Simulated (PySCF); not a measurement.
**PdH₂: one geometry, many levels of theory**

How much do the numbers for PdH₂ (triplet) hang on the method? All levels run at one geometry, the PBE0 minimum.

The runs use PySCF 2.14.0; several methods, basis Pd x2c-TZVPall, H x2c-TZVPall, spin-free X2C, no spin–orbit coupling, density fitting.

### Step 1. The starting structure

3 atoms, charge 0, spin multiplicity 3.

Bond lengths: Pd1–H2 1.607 Å, Pd1–H3 1.607 Å. Angles: H2–Pd1–H3 134.7°.

Coordinates in bohr (charge 0 multiplicity 3):
```
Pd    0.0219    0.0000    0.0000
H    -1.1483    0.0000    2.8031
H    -1.1483    0.0000   -2.8031
```

### Step 2. PBE0

One driver script runs all steps and calls PySCF; scf.py shows the equivalent input of each level. Each SCF starts from the density of the minimum. The driver also runs the species with one electron less or more at the same geometry (one less: multiplicity 2, one more: multiplicity 2); their logs are not shown.

The input, scf.py:

```python
from pyscf import gto, scf, dft
mol = gto.M(atom='''
Pd     0.011565     0.000000    -0.000000
H     -0.607658    -0.000000     1.483315
H     -0.607658    -0.000000    -1.483315''',
    basis={'Pd': 'x2c-TZVPall', 'H': 'x2c-TZVPall'},
    nucmod='G',
    charge=0, spin=2)
mf = dft.UKS(mol, xc='PBE0')
mf.grids.atom_grid = (99, 590)
aux = {'Pd': 'AutoAux', 'H': 'AutoAux'}  # AutoAux: made from the orbital basis
mf = mf.density_fit(auxbasis=aux).sfx2c1e()
mf.kernel()
```

### Step 3. HF

scf.py: that of step 2 with these lines changed.

```diff
@@ -9,2 +9 @@
-mf = dft.UKS(mol, xc='PBE0')
-mf.grids.atom_grid = (99, 590)
+mf = scf.UHF(mol)
```

### Step 4. MP2

scf.py: that of step 3 with these lines changed.

```diff
@@ -12,0 +13,2 @@
+from pyscf.mp import dfump2
+dfump2.DFUMP2(mf, frozen=14).kernel()  # the driver gives MP2 a fitting basis of its own (RI)
```

### Step 5. PBE

scf.py: that of step 4 with these lines changed.

```diff
@@ -9 +9,2 @@
-mf = scf.UHF(mol)
+mf = dft.UKS(mol, xc='PBE')
+mf.grids.atom_grid = (99, 590)
@@ -13,2 +13,0 @@
-from pyscf.mp import dfump2
-dfump2.DFUMP2(mf, frozen=14).kernel()  # the driver gives MP2 a fitting basis of its own (RI)
```

### Step 6. CCSD(T)

scf.py: that of step 5 with these lines changed.

```diff
@@ -9,2 +9 @@
-mf = dft.UKS(mol, xc='PBE')
-mf.grids.atom_grid = (99, 590)
+mf = scf.UHF(mol)
@@ -13,0 +13,3 @@
+from pyscf import cc
+mycc = cc.CCSD(mf, frozen=14).run()
+mycc.ccsd_t()
```

### Step 7. r2SCAN

scf.py: that of step 6 with these lines changed.

```diff
@@ -9 +9,2 @@
-mf = scf.UHF(mol)
+mf = dft.UKS(mol, xc='R2SCAN')
+mf.grids.atom_grid = (99, 590)
@@ -13,3 +13,0 @@
-from pyscf import cc
-mycc = cc.CCSD(mf, frozen=14).run()
-mycc.ccsd_t()
```

### Step 8. B3LYP

scf.py: that of step 7 with these lines changed.

```diff
@@ -9 +9 @@
-mf = dft.UKS(mol, xc='R2SCAN')
+mf = dft.UKS(mol, xc='B3LYP')
```

### Step 9. TPSSh

scf.py: that of step 8 with these lines changed.

```diff
@@ -9 +9 @@
-mf = dft.UKS(mol, xc='B3LYP')
+mf = dft.UKS(mol, xc='TPSSH')
```

### Step 10. wB97X

scf.py: that of step 9 with these lines changed.

```diff
@@ -9 +9 @@
-mf = dft.UKS(mol, xc='TPSSH')
+mf = dft.UKS(mol, xc='WB97X')
```

### Step 11. r2SCANh

scf.py: that of step 10 with these lines changed.

```diff
@@ -9 +9 @@
-mf = dft.UKS(mol, xc='WB97X')
+mf = dft.UKS(mol, xc='HYB_MGGA_XC_R2SCANH')
```

(Steps that only read results are left out.)

Q: Predict the outcome of this session. Wanted: vertical ionisation energy, CCSD(T); vertical electron affinity, CCSD(T); orbital gap, range; T1, D1; T1, D1 of the cation; T1, D1 of the anion.

**Answer**, as computed:

| quantity | value |
| --- | --- |
| vertical ionisation energy, CCSD(T) | 8.71 eV |
| vertical electron affinity, CCSD(T) | 1.97 eV |
| orbital gap, range | 0.04 (PBE) to 10.25 (HF) eV |
| T1, D1 | 0.039, 0.176 |
| T1, D1 of the cation | 0.031, 0.136 |
| T1, D1 of the anion | 0.042, 0.224 |

**Reading.** For the vertical ionisation energy, MP2 comes nearest to CCSD(T) (+0.02 eV) and wB97X is farthest (+0.63 eV). CCSD(T) took 84 s, about 40 times as long as MP2 (1.9 s), which misses it by 0.02 eV. Against CCSD(T), the vertical electron affinity is best met by MP2 (+0.04 eV) and worst by HF (-0.90 eV). PBE's −ε(HOMO), 5.5 eV, falls 3.3 eV short of the ionisation energy, while its energy difference gives 9.1 eV. Without diffuse functions electron affinities tend to come out too low. Other spin states or occupations of the open shell can lie lower.
